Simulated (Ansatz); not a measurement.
# TiBrF₃: one species, many methods

One table from this session's results is given with a row withheld; the runs are named, their logs left out.

Computed with Ansatz 0.2.0, Gaussian basis. Level: functionals in def2-TZVPP, the program's frozen cores in correlated methods.

Plan: LDA (SPW92), PBE-D4, revPBE-D4, BLYP-D4, r2SCAN-D4, B97M-V, PBE0-D4, B3LYP-D4, r2SCANh-D4, r2SCAN0-D4, HSE06-D4, BHLYP-D4, CAM-B3LYP-D4, LC-ωPBE, ωB97X-V, ωB97M-V, B2PLYP, PBE-QIDH; CCSD(T)/def2-SVP; CCSD(T)/def2-TZVPP; MP2/def2-QZVPP; extrapolation to the limit; RPA on PBE.

### The relaxed structure

All runs share one geometry, relaxed beforehand with PBE0-D4 in a triple-zeta def2 set.

SMILES `[F][Ti]([F])([F])[Br]`, 5 atoms, charge 0, spin multiplicity 1.

Atoms are counted from 1 here; the program's logs count them from 0.

Bond lengths: F1–Ti2 1.736 Å, Ti2–F3 1.736 Å, Ti2–F4 1.736 Å, Ti2–Br5 2.331 Å. Angles: F1–Ti2–F3 109.3°, F1–Ti2–F4 109.3°, F1–Ti2–Br5 109.6°, F3–Ti2–F4 109.3°, F3–Ti2–Br5 109.6°, F4–Ti2–Br5 109.6°.

Geometry (Å):

```xyz
5
BrF3Ti
F    -0.9266   -0.5197    1.4164
Ti    0.0201   -0.1279    0.0153
F     1.6844   -0.5140    0.3213
F    -0.5449   -1.0577   -1.3371
Br   -0.1830    2.1456   -0.4571
```

The first run:

in.yaml

```yaml
crystal:
  periodic: [false, false, false]
  atoms:
    - {symbol: F, position_ang: [-0.926573, -0.519668, 1.416352]}
    - {symbol: Ti, position_ang: [0.020079, -0.127929, 0.015269]}
    - {symbol: F, position_ang: [1.684375, -0.514028, 0.321289]}
    - {symbol: F, position_ang: [-0.544931, -1.057682, -1.337116]}
    - {symbol: Br, position_ang: [-0.183048, 2.145606, -0.457095]}
basis:
  gaussian: {orbitals: def2-TZVPP}
hamiltonian: {xc: lda}
output: {orbitals: {seedname: orbitals}}
```

Among the steps run: LDA; PBE-D4 (GGA); revPBE-D4 (GGA); BLYP-D4 (GGA); r2SCAN-D4 (meta-GGA); B97M-V (meta-GGA); PBE0-D4 (hybrid); B3LYP-D4 (hybrid); r2SCANh-D4 (hybrid); r2SCAN0-D4 (hybrid); HSE06-D4 (hybrid); BHLYP-D4 (hybrid); CAM-B3LYP-D4 (range-separated); LC-ωPBE-D4 (range-separated; the results give it without D4); ωB97X-V (range-separated); ωB97M-V (range-separated); B2PLYP (double hybrid); PBE-QIDH (double hybrid).

One table of the session follows, with a row left open; its other results are not shown here.

It belongs to the step «Frontier levels by functional». 

| functional | HOMO (eV) | LUMO (eV) | gap (eV) |
| --- | --- | --- | --- |
| LDA (SPW92) | -8.32 | -4.51 | 3.81 |
| PBE-D4 | -8.11 | -4.22 | 3.89 |
| revPBE-D4 | -8.03 | -4.12 | 3.91 |
| BLYP-D4 | -7.95 | -4.14 | 3.81 |
| r2SCAN-D4 | -8.47 | -4.23 | 4.25 |
| B97M-V | -8.51 | -4.21 | 4.30 |
| PBE0-D4 | -9.44 | -3.37 | 6.08 |
| B3LYP-D4 | -9.19 | -3.65 | 5.54 |
| r2SCANh-D4 | -8.96 | -3.89 | 5.07 |
| r2SCAN0-D4 | -9.69 | -3.35 | 6.34 |
| HSE06-D4 | -9.04 | -3.75 | 5.30 |
| BHLYP-D4 | -10.62 | -2.32 | 8.30 |
| CAM-B3LYP-D4 | ? | ? | ? |
| LC-ωPBE | -12.08 | -1.12 | 10.96 |
| ωB97X-V | -11.73 | -1.12 | 10.61 |
| ωB97M-V | -11.61 | -1.11 | 10.50 |

Q: Estimate the row for CAM-B3LYP-D4 from the others.

As computed: HOMO (eV): -10.76; LUMO (eV): -2.30; gap (eV): 8.46. In the column «HOMO (eV)» it lies between ωB97M-V (-11.61) and BHLYP-D4 (-10.62).
